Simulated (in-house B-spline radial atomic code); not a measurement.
# Kr³¹⁺: Hartree-Fock with and without relativity

Aim: what relativity does to the energy, levels and radii of Kr³¹⁺.

The numbers are computed with in-house B-spline radial atomic code version 1 (Hartree-Fock averaged over the configuration, non-relativistic (point nucleus) and Dirac-Coulomb (finite nucleus); spherical all-electron atom at the radial basis limit), except any that are marked as measured or tabulated.

## Step 1: Starting point

| Item | Value |
| --- | --- |
| element | krypton (Z = 36) |
| charge | +31 |
| electrons | 5 |
| configuration | [He] 2s2 2p1 |
| nucleus | point (non-relativistic run); Fermi, rms radius 4.188 fm (Dirac runs) |

Outer shells as boxes (Hund's rule):

[He] 2s2 2p1
```
[He] core
2s [↑↓]
2p [↑ ][  ][  ]
```

The boxes draw the filling by Hund's rule, which heavy ions in jj coupling don't follow; these runs average over all states of the configuration.

## Step 2: Non-relativistic run

Input settings:

```ini
Z = 36
electrons = 5.0
configuration = [He] 2s2 2p1
hamiltonian = nr
method = hf
spin_polarised = False
```

## Step 3: Dirac-Coulomb run

Input settings:

```ini
Z = 36
electrons = 5.0
configuration = [He] 2s2 2p1
hamiltonian = dirac
method = hf
spin_polarised = False
nucleus = fermi
rms_radius = 4.1884
mass_number = 84
atomic_mass = 83.91149772708
speed_of_light = 137.035999084
```

## Step 4: Dirac-Coulomb run in the lowest jj configuration, 1s2 2s2 2p-1

In configurations, a minus sign after the shell means j = l − 1/2 and a plus sign j = l + 1/2; the count of electrons follows.

Settings: those of step 3 with these lines changed.

```diff
@@ -2,3 +2,3 @@
 electrons = 5.0
-configuration = [He] 2s2 2p1
+configuration = 1s2 2s2 2p-1
 hamiltonian = dirac
```

How much does each shell's level and mean radius change with the Dirac Hamiltonian, and the total energy?

The runs gave:

Levels and radii; the Dirac values are averaged over j with the occupations as weights.

| shell | ε non-rel. (eV) | ε Dirac (eV) | <r> non-rel. (bohr) | <r> Dirac (bohr) | change of <r> (%) |
| --- | --- | --- | --- | --- | --- |
| 1s | -16437.9 | -16721.8 | 0.04219 | 0.04122 | -2.30 |
| 2s | -3748.02 | -3828.37 | 0.1756 | 0.1713 | -2.41 |
| 2p | -3685.81 | -3717.14 | 0.1485 | 0.1466 | -1.29 |

Relativity and the finite nucleus together change the total energy by -29.95 hartree (-1.8 %). First-order perturbation theory (mass-velocity plus Darwin) gives -28.18 hartree, which is 94 % of the full shift. Averaged over j, the 2s shell contracts most (-2.41 %). Spin-orbit coupling splits the 2p level by 63.553 eV. The lowest jj configuration lies 42.369 eV below the average over the whole configuration. Breit terms add 0.815 hartree and QED terms 0.939 hartree.
